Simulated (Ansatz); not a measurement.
# GeAsH₃+ (quartet): wave-function methods side by side, cc-pVTZ

Aim: climb from Hartree-Fock through coupled cluster and multireference methods for GeAsH₃+ (quartet) at one geometry and basis, and see what each rung misses.

The runs use Ansatz 0.2.0, Gaussian basis; cc-pVTZ, core rule «outside noble gas», up to 28 orbitals frozen.

Plan: UHF; CCSD(T) on ROHF; CCSD(T) on UHF; BCCD(T) on ROHF; CCSDT(Q) on ROHF; CCSDT(Q) on UHF; CASSCF and NEVPT2, 11 electrons in 11 orbitals.

6 further runs of the same task are left out: 6 set aside as unsound or not needed. Runs told in other sessions of the task aren't counted.

### Step 1. The system

The geometry is a PBE0/def2-TZVP stationary point (not a proven minimum) of the parent state, kept for this charge and spin. No spin-orbit coupling is included. The filled d shell of Ge, As may be among the frozen orbitals whatever the setting's name suggests.

5 atoms, charge 1, spin multiplicity 4.

Atoms are counted from 1 here; the program's logs count them from 0.

Bond lengths: Ge1–As2 2.423 Å, Ge1–H3 1.552 Å, Ge1–H4 1.552 Å, As2–H5 1.526 Å. Angles: As2–Ge1–H3 109.8°, As2–Ge1–H4 109.8°, H3–Ge1–H4 106.6°, Ge1–As2–H5 93.8°.

### Step 2. UHF

in.yaml

```yaml
crystal:
  periodic: [false, false, false]
  atoms:
    - {symbol: Ge, position_ang: [0.000000, -0.056595, 1.214134]}
    - {symbol: As, position_ang: [0.000000, 0.056163, -1.206338]}
    - {symbol: H, position_ang: [-1.244560, 0.682142, 1.773873]}
    - {symbol: H, position_ang: [1.244554, 0.682153, 1.773873]}
    - {symbol: H, position_ang: [0.000006, -1.460284, -1.378912]}
basis:
  gaussian: {orbitals: cc-pVTZ}
total_charge: 1
magnetization: {spin_polarized: true, initial_magnetization: 3}
hamiltonian: {xc: hf}
output: {orbitals: {seedname: orbitals}}
```

Run with:

```
> ansatz run in.yaml --threads 1 --pin off --events-out ev --progress --plain --max-ram 4096MiB --backend cpu
```

Further steps of the session: CCSD(T) on ROHF; CCSD(T) on UHF; BCCD(T) on ROHF; CCSDT(Q) on ROHF; CCSDT(Q) on UHF; CASSCF and NEVPT2, 11 electrons in 11 orbitals.

Q: Predict the results of all the runs planned. Wanted: UCCSDT(Q) from the RHF energy; RMP2 from UCCSDT(Q); UMP2 from UCCSDT(Q); RCCSD from UCCSDT(Q); RCCSD(T) from UCCSDT(Q); UCCSD(T) from UCCSDT(Q); RCCSDT(Q) from UCCSDT(Q); NEVPT2 valence from UCCSDT(Q); T1 diagnostic.

**Answer**, as computed:

| quantity | value |
| --- | --- |
| UCCSDT(Q) from the ROHF energy | -6.4619 eV |
| RMP2 from UCCSDT(Q) | +1313.3 meV |
| UMP2 from UCCSDT(Q) | +1302.4 meV |
| RCCSD from UCCSDT(Q) | +283.7 meV |
| RCCSD(T) from UCCSDT(Q) | +66.8 meV |
| UCCSD(T) from UCCSDT(Q) | +49.6 meV |
| RCCSDT(Q) from UCCSDT(Q) | +18.0 meV |
| NEVPT2 valence from UCCSDT(Q) | +1178.3 meV |
| levels within 1 kcal/mol (43 meV) | RCCSDT, UCCSDT, RCCSDT(Q) |
| T1 diagnostic | 0.031 |
| effectively unpaired electrons | 3.03 |

RCCSD(T) misses by +66.8 meV, 1.0 % of the correlation energy. One determinant dominates. These misses are within one basis, not against nature; the frozen cores of restricted and unrestricted runs differ, which can shift their rows.
